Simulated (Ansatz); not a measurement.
# FGeH2S (charge +1): two geometries relaxed

Aim: relax the geometries before and after the shift of H5 from S3 to Ge2, and see whether they are two minima and how far apart in energy. SMILES of the start: [F][GeH+][SH].

Method: UHF/def2-mTZVP, in Ansatz 0.2.0.

### Step 1. Starting point

Bond lengths: F1–Ge2 1.708 Å, Ge2–S3 2.157 Å, Ge2–H4 1.544 Å, S3–H5 1.352 Å. Angles: F1–Ge2–S3 107.9°, F1–Ge2–H4 102.0°, S3–Ge2–H4 150.1°, Ge2–S3–H5 96.9°.

As a file:

```xyz
5

F    -1.0411   -1.0811    1.3466
Ge   -0.4120   -0.3312   -0.0531
S     1.2349    0.9240    0.5493
H    -1.3211   -0.9053   -1.1611
H     1.5394    1.3936   -0.6816
```

### Step 2. End point A

File input.yaml:

```yaml
crystal:
  periodic: [false, false, false]
  atoms:
    - { symbol: F, position_ang: [-1.04113, -1.08106, 1.34662] }
    - { symbol: Ge, position_ang: [-0.41202, -0.3312, -0.05313] }
    - { symbol: S, position_ang: [1.23486, 0.924, 0.54928] }
    - { symbol: H, position_ang: [-1.32112, -0.90535, -1.16113] }
    - { symbol: H, position_ang: [1.53941, 1.39361, -0.68164] }
total_charge: 1
magnetization:
  spin_polarized: true
basis:
  gaussian: { orbitals: def2-mTZVP }
hamiltonian:
  xc: hf
relax:
  f_tol: 0.02
  max_steps: 50
output:
  orbitals: {}
```

On the command line:

```bash
ansatz run input.yaml --threads 2 --pin off --max-ram 3072MiB --backend cpu --events-out ev --progress --plain --runs-dir out
```

The program printed, cut to the lines that bear on the results:

```text
Warning: RAYON_NUM_THREADS=2 ignored (pool sized by the plan → 2); use --threads N
[...]
Functional definition: HF
[...]
804 factors; integrals over basis functions are off by at most 4.7e-4 eV
[...]
mean field -70022.68173281 eV, -2573.2860906023 hartree, gradient 8.2e-6 eV, S^2 0.000000; 0 other end points of the search recorded, 0 dependent functions left out
[...]
reference -70022.68173281 eV, -2573.2860906023 hartree; 29, 29 occupied and 54, 54 virtual orbitals, 804 factors
relax step   1: F+E_penalty+E_count = -70022.68173281 eV  Δ(F+E_penalty+E_count) = +0.000e0 eV  max|allowed force component| = 1.678e0 eV/Å  Δτ_max = 0.0000 Å  (37 SCF iters, accepted)
[...]
relax step   5: F+E_penalty+E_count = -70022.92348473 eV  Δ(F+E_penalty+E_count) = -9.020e-4 eV  max|allowed force component| = 7.283e-2 eV/Å  Δτ_max = 0.0077 Å  (29 SCF iters, accepted)
[...]
relax step   6: F+E_penalty+E_count = -70022.92362188 eV  Δ(F+E_penalty+E_count) = -1.371e-4 eV  max|allowed force component| = 3.009e-3 eV/Å  Δτ_max = 0.0038 Å  (30 SCF iters, accepted)
804 factors; integrals over basis functions are off by at most 4.9e-4 eV
mean field -70022.92362188 eV, -2573.2949798617 hartree, gradient 7.5e-5 eV, S^2 0.000000; 1 other end points of the search recorded, 0 dependent functions left out
[...]
reference -70022.92362188 eV, -2573.2949798617 hartree; 29, 29 occupied and 54, 54 virtual orbitals, 804 factors
Total energy: -70022.92362188 eV, -2573.2949798617 hartree
Atom 0 at    -1.061743    -1.111564     1.411819 Å, force     0.001370     0.000590    -0.000449 eV/Å
Atom 1 at    -0.426972    -0.366231     0.076117 Å, force    -0.003009    -0.002119    -0.001056 eV/Å
Atom 2 at     1.197216     0.906506     0.507856 Å, force     0.001250     0.001605     0.002969 eV/Å
Atom 3 at    -1.100910    -0.708949    -1.229052 Å, force    -0.000025     0.000334     0.000157 eV/Å
Atom 4 at     1.392409     1.280237    -0.766740 Å, force     0.000415    -0.000410    -0.001621 eV/Å
Dipole moment:     0.093119     0.215934    -0.840730 e Å
```

Wall time 9.7 s (2 threads of Arm Neoverse V1, shared host); peak memory 0.2 GiB.

Step by step:

| step | energy from step 1 (eV) | largest force component (eV/Å) |
| --- | --- | --- |
| 1 | 0.0000 | 1.6778 |
| 2 | -0.1971 | 0.8094 |
| 3 | -0.2215 | 0.6708 |
| 4 | -0.2409 | 0.2023 |
| 5 | -0.2418 | 0.0728 |
| 6 | -0.2419 | 0.0030 |

Step 1 is the start.

After: Bond lengths: F1–Ge2 1.656 Å, Ge2–S3 2.108 Å, Ge2–H4 1.508 Å, S3–H5 1.343 Å. Angles: F1–Ge2–S3 113.7°, F1–Ge2–H4 115.1°, S3–Ge2–H4 131.2°, Ge2–S3–H5 94.9°.

### Step 3. End point B

The second end starts from a geometry with the move made by hand.

input.yaml: that of step 2 with these lines changed.

```diff
@@ -7,3 +7,3 @@
     - { symbol: H, position_ang: [-1.32112, -0.90535, -1.16113] }
-    - { symbol: H, position_ang: [1.53941, 1.39361, -0.68164] }
+    - { symbol: H, position_ang: [0.40774, 0.5215, -1.02359] }
 total_charge: 1
@@ -18,3 +18 @@
   max_steps: 50
-output:
-  orbitals: {}
```

On the command line:

```bash
ansatz run input.yaml --threads 2 --pin off --max-ram 3072MiB --backend cpu --events-out ev --progress --plain --runs-dir out
```

The program printed, cut to the lines that bear on the results:

```text
Warning: RAYON_NUM_THREADS=2 ignored (pool sized by the plan → 2); use --threads N
[...]
[... 1 set-up line as earlier in the session ...]
[...]
803 factors; integrals over basis functions are off by at most 3.9e-4 eV
[...]
mean field -70019.21421479 eV, -2573.1586616655 hartree, gradient 2.3e-5 eV, S^2 0.123144; 2 other end points of the search recorded, 0 dependent functions left out
[...]
reference -70019.21421479 eV, -2573.1586616655 hartree; 29, 29 occupied and 54, 54 virtual orbitals, 803 factors
relax step   1: F+E_penalty+E_count = -70019.21421479 eV  Δ(F+E_penalty+E_count) = +0.000e0 eV  max|allowed force component| = 3.695e0 eV/Å  Δτ_max = 0.0000 Å  (161 SCF iters, accepted)
[...]
relax step   3: F+E_penalty+E_count = -70021.87241164 eV  Δ(F+E_penalty+E_count) = -7.875e-1 eV  max|allowed force component| = 6.381e0 eV/Å  Δτ_max = 0.1950 Å  (30 SCF iters, accepted)
[...]
803 factors; integrals over basis functions are off by at most 7.8e-4 eV
[...]
mean field -70022.92360895 eV, -2573.2949793865 hartree, gradient 8.2e-5 eV, S^2 0.000000; 1 other end points of the search recorded, 0 dependent functions left out
[...]
reference -70022.92360895 eV, -2573.2949793865 hartree; 29, 29 occupied and 54, 54 virtual orbitals, 803 factors
Total energy: -70022.92360895 eV, -2573.2949793865 hartree
Atom 0 at    -1.121738    -1.183095     1.524091 Å, force    -0.003106    -0.003327     0.006065 eV/Å
Atom 1 at    -0.635841    -0.539213     0.077992 Å, force    -0.009564    -0.006656    -0.007830 eV/Å
Atom 2 at     0.992616     0.787704     0.246860 Å, force     0.014934     0.011955    -0.000355 eV/Å
Atom 3 at    -1.423998    -0.995650    -1.124200 Å, force    -0.001885    -0.001743    -0.000270 eV/Å
Atom 4 at     1.057290     1.058144    -1.066693 Å, force    -0.000379    -0.000229     0.002390 eV/Å
Dipole moment:     0.007014     0.148197    -0.860169 e Å
```

Wall time 16 s (2 threads of Arm Neoverse V1, shared host); peak memory 0.22 GiB.

Step by step:

| step | energy from step 1 (eV) | largest force component (eV/Å) |
| --- | --- | --- |
| 1 | 0.0000 | 3.6954 |
| 2 | -1.8707 | 3.1708 |
| 3 | -2.6582 | 6.3812 |
| 4 | -3.4640 | 0.9199 |
| 5 | -3.6037 | 0.9548 |
| 6 | -3.6764 | 0.6245 |
| 7 | -3.7046 | 0.1883 |
| 8 | -3.7087 | 0.0531 |
| 9 | -3.7094 | 0.0149 |

Step 1 is the start.

After: Bond lengths: F1–Ge2 1.656 Å, Ge2–S3 2.107 Å, Ge2–H4 1.508 Å, S3–H5 1.343 Å. Angles: F1–Ge2–S3 113.7°, F1–Ge2–H4 115.2°, S3–Ge2–H4 131.2°, Ge2–S3–H5 94.9°.

Pairs that crossed the distance rule for bonds on the way: came closer S3–H5; moved apart Ge2–H5.

### Step 4. Results

| quantity | value |
| --- | --- |
| end A | 5 moves, 0.242 eV lower |
| end B | 8 moves, 3.709 eV lower |
| largest difference between the ends | 0.00 Å |
| end B relative to end A | +0.000 eV |

What this shows: The two relaxations end at one structure, within 0.00 Å: no second minimum was found from this start, which doesn't rule one out.
